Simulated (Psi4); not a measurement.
# triplet GeH4O2 at 3 levels

Aim: a comparison of 3 runs (UPBE/cc-pVDZ, USVWN5/cc-pVDZ, UTPSS/cc-pVDZ) of triplet GeH4O2. 

Program for the calculation: Psi4 1.11.

## Step 1: The structure to begin with

The species is GeH4O2 (7 atoms), meant as a triplet with charge 0. As SMILES of the parent species, `[OH][GeH2][OH]`. The shape is that of a PBE0-D4/def2-TZVP optimisation. This is one conformer, not always the lowest. That shape belongs to the parent species and isn't relaxed for this state.

Bond lengths: O1–Ge2 1.776 Å, Ge2–O3 1.773 Å, O1–H4 0.959 Å, Ge2–H5 1.543 Å, Ge2–H6 1.525 Å, O3–H7 0.959 Å. Angles: O1–Ge2–O3 110.8°, O1–Ge2–H5 108.6°, O1–Ge2–H6 106.6°, O3–Ge2–H5 109.7°, O3–Ge2–H6 104.9°, Ge2–O1–H4 113.3°, Ge2–O3–H7 113.6°, H5–Ge2–H6 116.1°.

## Step 2: Energy and gradient at UPBE/cc-pVDZ (run 1)

input.dat

```
memory 2200 mb

molecule geom {
  0 3
  O
  Ge 1 R2
  O 2 R3 1 A3
  H 1 R4 2 A4 3 D4
  H 2 R5 3 A5 1 D5
  H 2 R6 5 A6 1 D6
  H 3 R7 2 A7 6 D7

  R2 = 1.775697
  R3 = 1.773283
  A3 = 110.80889
  R4 = 0.959016
  A4 = 113.31688
  D4 = -91.49828
  R5 = 1.542814
  A5 = 109.7308
  D5 = -119.91567
  R6 = 1.524904
  A6 = 116.11333
  D6 = -120.07556
  R7 = 0.959423
  A7 = 113.64464
  D7 = -175.24423
  units angstrom
  symmetry c1
  no_reorient
  no_com
}

set basis cc-pVDZ
set reference uks
set puream true
set e_convergence 1e-09
set d_convergence 1e-08
set scf_type pk
set dft_radial_points 99
set dft_spherical_points 590
set maxiter 100

gradient("pbe")
```

Launch:

```
$ psi4 -n 1 input.dat output.dat
```

output.dat:

```text
[...]
  Running in c1 symmetry.
[...]
  Nuclear repulsion =  219.679536456981822
[...]
  Multiplicity = 3
[...]
  Nalpha       = 27
  Nbeta        = 25
[...]
    Number of basis functions: 75
[...]
   @UKS iter   1: -2228.28837424043013   -2.38296e+00   1.71073e-02 DIIS/ADIIS
[...]
   @UKS iter  22: -2229.13805818353103   -2.72848e-11   4.43354e-09 DIIS
[...]
   @S^2 Observed:                2.002297343E+00
[...]
  @UKS Final Energy: -2229.13805818353103
   => Energetics <=
    Nuclear Repulsion Energy =            219.6795364569818219
    One-Electron Energy =               -3540.1201530897023986
    Two-Electron Energy =                1188.4684944638838715
    DFT Exchange-Correlation Energy =     -97.1659360146941822
    Empirical Dispersion Energy =           0.0000000000000000
    VV10 Nonlocal Energy =                  0.0000000000000000
    Total Energy =                      -2229.1380581835310295
  UHF NO Occupations:
  HONO-2 :   25  A 1.9994035
  HONO-1 :   26  A 1.0000000
[...]
 Multipole Moments:
 ------------------------------------------------------------------------------------
     Multipole            Electronic (a.u.)      Nuclear  (a.u.)        Total (a.u.)
 ------------------------------------------------------------------------------------
 L = 1.  Multiply by 2.5417464519 to convert [e a0] to [Debye]
 Dipole X            :         -1.1898134            1.6083680            0.4185546
 Dipole Y            :          2.4283061           -2.1251327            0.3031734
 Dipole Z            :          1.8174179           -1.6736519            0.1437660
 Magnitude           :                                                    0.5364427
[...]
  -Total Gradient:
     Atom            X                  Y                   Z
    ------   -----------------  -----------------  -----------------
       1        0.049564076126    -0.005110461321     0.054759083243
       2       -0.015118642887    -0.040325312563    -0.020013729882
       3        0.053201736454     0.046930981790    -0.052789374867
       4       -0.044599518544    -0.003022305871     0.019824067427
       5       -0.001198268431    -0.013106889693    -0.011704090827
       6        0.004440651089    -0.008252606202    -0.004413478922
       7       -0.046275071819     0.022862389629     0.014331123506
[...]
```

Run time: 44 s. Hardware: 1 thread of AMD EPYC 9R45 (Zen 5), shared host; peak memory 1.2 GiB.

## Step 3: The energy at USVWN5/cc-pVDZ (run 2)

calc.py

```python
import psi4

psi4.set_memory(2200000000)
psi4.set_num_threads(1)
psi4.core.set_output_file('output.dat', False)

mol = psi4.geometry("""
0 3
O     -2.81814857    -0.78612607    -0.32862337
Ge     0.04440856     0.71242675     0.57693339
O      2.54621698    -1.50970220     0.75702429
H     -3.08951324    -0.79122833    -2.12046168
H      0.68672647     2.75994501    -1.39669658
H     -0.32597776     1.63102262     3.28302120
H      3.07193879    -2.14521710    -0.85755772
units bohr
symmetry c1
no_reorient
no_com
""")

psi4.set_options({
    'basis': 'cc-pVDZ',
    'reference': 'uks',
    'puream': True,
    'e_convergence': 1e-09,
    'd_convergence': 1e-08,
    'scf_type': 'pk',
    'dft_radial_points': 99,
    'dft_spherical_points': 590,
    'maxiter': 100,
})

e_tot, wfn = psi4.energy('scf', dft_functional={"name": "SVWN5", "x_functionals": {"LDA_X": {}}, "c_functionals": {"LDA_C_VWN": {}}}, return_wfn=True)
print(f'scf energy: {e_tot:.10f} Eh')
```

Launch:

```
$ python calc.py
```

output.dat:

```text
[...]
  Running in c1 symmetry.
[...]
  Nuclear repulsion =  219.679499598505060
[...]
  Multiplicity = 3
[...]
  Nalpha       = 27
  Nbeta        = 25
[...]
    Number of basis functions: 75
[...]
   @UKS iter   1: -2224.48926977216706   -2.31842e+00   1.73512e-02 DIIS/ADIIS
[...]
   @UKS iter  30: -2225.36668282496657   -2.72848e-11   5.07590e-09 DIIS
[...]
   @S^2 Observed:                2.001723892E+00
[...]
    Orbital Energies [Eh]
    ---------------------
    Alpha Occupied:
       1A   -396.365154     2A    -49.138585     3A    -43.810150
       4A    -43.809765     5A    -43.808883     6A    -18.672039
       7A    -18.656170     8A     -5.985499     9A     -4.222059
      10A     -4.218769    11A     -4.215991    12A     -1.150138
      13A     -1.146305    14A     -1.139289    15A     -1.138619
      16A     -1.137450    17A     -0.951810    18A     -0.929716
      19A     -0.559618    20A     -0.479812    21A     -0.434672
      22A     -0.379023    23A     -0.351068    24A     -0.341655
      25A     -0.318653    26A     -0.301151    27A     -0.040087
    Alpha Virtual:
[...]
  @UKS Final Energy: -2225.36668282496657
   => Energetics <=
    Nuclear Repulsion Energy =            219.6794995985050605
    One-Electron Energy =               -3540.1064974136897945
    Two-Electron Energy =                1188.4084260152244497
    DFT Exchange-Correlation Energy =     -93.3481110250062898
    Empirical Dispersion Energy =           0.0000000000000000
    VV10 Nonlocal Energy =                  0.0000000000000000
    Total Energy =                      -2225.3666828249665741
  UHF NO Occupations:
  HONO-2 :   25  A 1.9996039
  HONO-1 :   26  A 1.0000000
[...]
 Multipole Moments:
 ------------------------------------------------------------------------------------
     Multipole            Electronic (a.u.)      Nuclear  (a.u.)        Total (a.u.)
 ------------------------------------------------------------------------------------
 L = 1.  Multiply by 2.5417464519 to convert [e a0] to [Debye]
 Dipole X            :          0.4950292           -0.4112045            0.0838247
 Dipole Y            :         -5.3970565            5.8855520            0.4884956
 Dipole Z            :        -21.1717421           20.7973811           -0.3743610
 Magnitude           :                                                    0.6211286
[...]
```

Standard output:

```text
scf energy: -2225.3666828250 Eh
```

It took 26 s on 1 thread of AMD EPYC 9R45 (Zen 5), shared host; peak memory 0.67 GiB.

## Step 4: A single-point energy at UTPSS/cc-pVDZ (run 3)

geh4o2.xyz

```xyz
7
GeH4O2
O     -1.491300    -0.416000    -0.173900
Ge     0.023500     0.377000     0.305300
O      1.347400    -0.798900     0.400600
H     -1.634900    -0.418700    -1.122100
H      0.363400     1.460500    -0.739100
H     -0.172500     0.863100     1.737300
H      1.625600    -1.135200    -0.453800
```

job.py

```python
import psi4

psi4.set_memory('2200 MB')
psi4.set_num_threads(1)
psi4.set_output_file('psi4.out', False)

with open('geh4o2.xyz') as f:
    atoms = ''.join(f.readlines()[2:])
geom = psi4.geometry('0 3\n' + atoms + 'symmetry c1')

options = {'basis': 'cc-pVDZ', 'reference': 'uks', 'puream': True, 'e_convergence': 1e-09, 'd_convergence': 1e-08, 'scf_type': 'pk', 'dft_radial_points': 99, 'dft_spherical_points': 590, 'maxiter': 100}
psi4.set_options(options)

energy_value, wavefunction = psi4.energy("tpss", return_wfn=True)
psi4.oeprop(wavefunction, "LOWDIN_CHARGES", "WIBERG_LOWDIN_INDICES", "MULLIKEN_CHARGES")
print('E =', round(energy_value, 9))
```

Launch:

```
$ python job.py
```

psi4.out:

```text
[...]
  Running in c1 symmetry.
[...]
  Nuclear repulsion =  219.679499594560724
[...]
  Multiplicity = 3
[...]
  Nalpha       = 27
  Nbeta        = 25
[...]
    Number of basis functions: 75
[...]
   @UKS iter   1: -2228.77689281207813   -2.42510e+00   1.70504e-02 DIIS/ADIIS
[...]
   @UKS iter  22: -2229.60800758378809   -2.27374e-12   7.11764e-09 DIIS
[...]
   @S^2 Observed:                2.003407914E+00
[...]
  @UKS Final Energy: -2229.60800758378809
   => Energetics <=
    Nuclear Repulsion Energy =            219.6794995945607241
    One-Electron Energy =               -3540.0812244081025710
    Two-Electron Energy =                1188.4486165551775230
    DFT Exchange-Correlation Energy =     -97.6548993254237843
    Empirical Dispersion Energy =           0.0000000000000000
    VV10 Nonlocal Energy =                  0.0000000000000000
    Total Energy =                      -2229.6080075837880941
  UHF NO Occupations:
  HONO-2 :   25  A 1.9990265
  HONO-1 :   26  A 1.0000000
[...]
 Multipole Moments:
 ------------------------------------------------------------------------------------
     Multipole            Electronic (a.u.)      Nuclear  (a.u.)        Total (a.u.)
 ------------------------------------------------------------------------------------
 L = 1.  Multiply by 2.5417464519 to convert [e a0] to [Debye]
 Dipole X            :          0.1267653           -0.0702225            0.0565428
 Dipole Y            :          2.6487913           -2.3478850            0.3009064
 Dipole Z            :          1.7157952           -2.0944336           -0.3786384
 Magnitude           :                                                    0.4869381
[...]
  Mulliken Charges: (a.u.)
   Center  Symbol    Alpha    Beta     Spin     Total
       1     O     4.31157  3.82698  0.48459 -0.13855
       2    GE    16.16480 15.60970  0.55510  0.22549
       3     O     4.32983  3.76652  0.56331 -0.09635
       4     H     0.54766  0.39581  0.15186  0.05653
       5     H     0.55234  0.50006  0.05228 -0.05241
       6     H     0.52028  0.50878  0.01150 -0.02906
       7     H     0.57350  0.39214  0.18136  0.03435
   Total alpha = 27.00000, Total beta = 25.00000, Total charge =  0.00000
  Lowdin Charges: (a.u.)
[...]
```

On the terminal:

```text
E = -2229.608007584
```

It took 80 s on 1 thread of AMD EPYC 9R45 (Zen 5), shared host; peak memory 1.4 GiB.

## Step 5: The series

```
run           level      task   energy (Eh)  dipole moment (D)  HOMO energy (eV)   ⟨S²⟩  wall time
  1    UPBE/cc-pVDZ  gradient  -2229.138058               1.36             -1.01  2.002       44 s
  2  USVWN5/cc-pVDZ    energy  -2225.366683               1.58             -1.09  2.002       26 s
  3   UTPSS/cc-pVDZ    energy  -2229.608008               1.24             -0.99  2.003       80 s
```

## Step 6: What came out

| quantity | value |
| --- | --- |
| run 3: total energy | -2229.60801 Eh |
| run 3: dipole moment | 1.24 D |
| run 3: HOMO energy (highest over α and β) | -0.99 eV |
| run 3: ⟨S²⟩ | 2.003 |

The dipole moment (its size) runs from 1.24 D (UTPSS/cc-pVDZ) to 1.58 D (USVWN5/cc-pVDZ). Totals of different functionals can't be ranked against each other. All runs together took 2.5 min, the longest 80 s.
